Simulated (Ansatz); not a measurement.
**CuF: basis-set convergence**

An exercise on one series of results from a longer session: the logs are not shown, and one member is left open.

Computed with Ansatz 0.2.0, Gaussian basis. Level: one geometry, several basis sets.

The runs, in order: PBE0-D4/def2-SVP; ωB97M-V/def2-SVP; PBE0-D4/def2-QZVPP; ωB97M-V/def2-QZVPP; the functionals' def2-TZVPP values are taken from earlier runs.

## The relaxed structure

All runs share one geometry, relaxed beforehand with PBE0-D4 in a triple-zeta def2 set.

2 atoms, charge 0, spin multiplicity 1.

Atoms are counted from 1 here; the program's logs count them from 0.

Bond lengths: F1–Cu2 1.765 Å.

Coordinates:

```
atom    x (Å)    y (Å)    z (Å)
  F1   0.7658  -0.2990   0.3791
 Cu2  -0.7364   0.2389  -0.3751
```

Set-up of the first run:

in.yaml reads:

```yaml
crystal:
  periodic: [false, false, false]
  atoms:
    - {symbol: F, position_ang: [0.765754, -0.299002, 0.379106]}
    - {symbol: Cu, position_ang: [-0.736354, 0.238902, -0.375106]}
basis:
  gaussian: {orbitals: def2-SVP}
hamiltonian: {xc: pbe0, dispersion: d4}
output: {orbitals: {seedname: orbitals}}
```

Command:

```sh
> ansatz run in.yaml --threads 2 --pin off --events-out ev --progress --plain --max-ram 20480MiB --backend cpu
```

Steps of the session up to this table: PBE0-D4 in def2-SVP; ωB97M-V in def2-SVP; PBE0-D4 in def2-QZVPP; ωB97M-V in def2-QZVPP.

One table of the session follows, with a row left open; its other results are not shown here.

| functional | basis | HOMO (eV) | LUMO (eV) |
| --- | --- | --- | --- |
| PBE0-D4 | def2-SVP | -6.67 | -2.46 |
| PBE0-D4 | def2-TZVPP | -7.45 | -2.96 |
| PBE0-D4 | def2-QZVPP | -7.44 | -2.97 |
| ωB97M-V | def2-SVP | -9.21 | -0.80 |
| ωB97M-V | def2-TZVPP | -10.02 | -1.26 |
| ωB97M-V | def2-QZVPP | ? | ? |

Q: Estimate the row for ωB97M-V, def2-QZVPP from the others.

The run gave: HOMO (eV): -10.02; LUMO (eV): -1.36.
